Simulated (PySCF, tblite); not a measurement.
# C3H8F2Si2: geometry, infrared bands and NMR shifts

What infrared bands and NMR shifts should C3H8F2Si2 (`F[C@@H]1C[SiH2][Si@H](F)C1`) show?

The runs use tblite 0.8.0 and PySCF 2.14.0, with density-fitted response routines of our own; the level of theory stands in each step. All values are computed, except where a source is named. Atoms count from 0, in the outputs and in this text.

## 1. The starting structure

15 atoms, charge 0, multiplicity 1; geometry from: force field or distance geometry start.

Bonds of the start (Å): F0–C1 1.38, C1–C2 1.54, C2–Si3 1.91, Si3–Si4 2.32, Si4–F5 1.59, Si4–C6 1.88, C6–C1 1.53, C1–H7 1.09, C2–H8 1.09, C2–H9 1.10, Si3–H10 1.49, Si3–H11 1.48, Si4–H12 1.49, C6–H13 1.09, C6–H14 1.10.

## 2. Optimising the geometry with GFN2-xTB

What the job is given:

```
{"job": {"kind": "relax", "xc": "GFN2-xTB", "basis": "xTB"}, "charge": 0, "multiplicity": 1}
F      0.390100    -0.719300     1.912000
C     -0.452900    -0.915700     0.843400
C      0.403900    -1.339600    -0.357800
Si     1.376600     0.162400    -1.030600
Si    -0.154100     1.685500    -0.175500
F      0.450100     2.622200     0.961000
C     -1.254000     0.363400     0.593700
H     -1.115700    -1.730900     1.141600
H      1.097900    -2.137000    -0.087800
H     -0.263900    -1.704700    -1.155100
H      2.724100     0.236500    -0.403000
H      1.434900     0.111800    -2.507900
H     -0.886400     2.481400    -1.200100
H     -2.076500     0.143600    -0.092100
H     -1.678700     0.748400     1.536100
```

Launch:

```console
> OMP_NUM_THREADS=1 python probes_run.py task.json out
```

This one command runs all jobs of the session in turn.

**Question.** This job is followed by: GFN2-xTB harmonic vibrations, gas phase; GIAO PBE0/pcSseg-1 NMR shielding, non-relativistic, gas phase. What will the session give for the following? strongest single infrared mode (GFN2-xTB); zero-point energy (GFN2-xTB); 13C shifts against TMS (PBE0/pcSseg-1); 1H shifts against TMS (PBE0/pcSseg-1); 19F shifts against CFCl3 (PBE0/pcSseg-1); 29Si shifts against TMS (PBE0/pcSseg-1).

The runs gave:

```
                                 quantity                                               value
strongest single infrared mode (GFN2-xTB)                               2273 cm⁻¹, 424 km/mol
             zero-point energy (GFN2-xTB)                                       63.9 kcal/mol
   13C shifts against TMS (PBE0/pcSseg-1)                                95.8, 31.9, 23.5 ppm
    1H shifts against TMS (PBE0/pcSseg-1)  5.90, 5.80, 4.11, 3.62, 2.05, 1.98, 0.64, 0.55 ppm
 19F shifts against CFCl3 (PBE0/pcSseg-1)                                  -187.1, -228.9 ppm
  29Si shifts against TMS (PBE0/pcSseg-1)                                     40.2, -80.8 ppm
```

The optimisation took 74 steps and gained 0.168 eV; among the close pairs (by a distance rule), Si4–C6 changed most, from 1.884 to 1.918 Å. All 39 modes are real, so the xTB geometry is a minimum. The strongest single mode, at 2273 cm⁻¹, moves mainly H12. GFN2-xTB is a fitted tight-binding method: band positions and strengths are rough. Its intensities can rank the bands wrongly. At PBE0/pcSseg-1: The largest span, 155 ppm, is at Si4, where the paramagnetic term is -567 ppm.
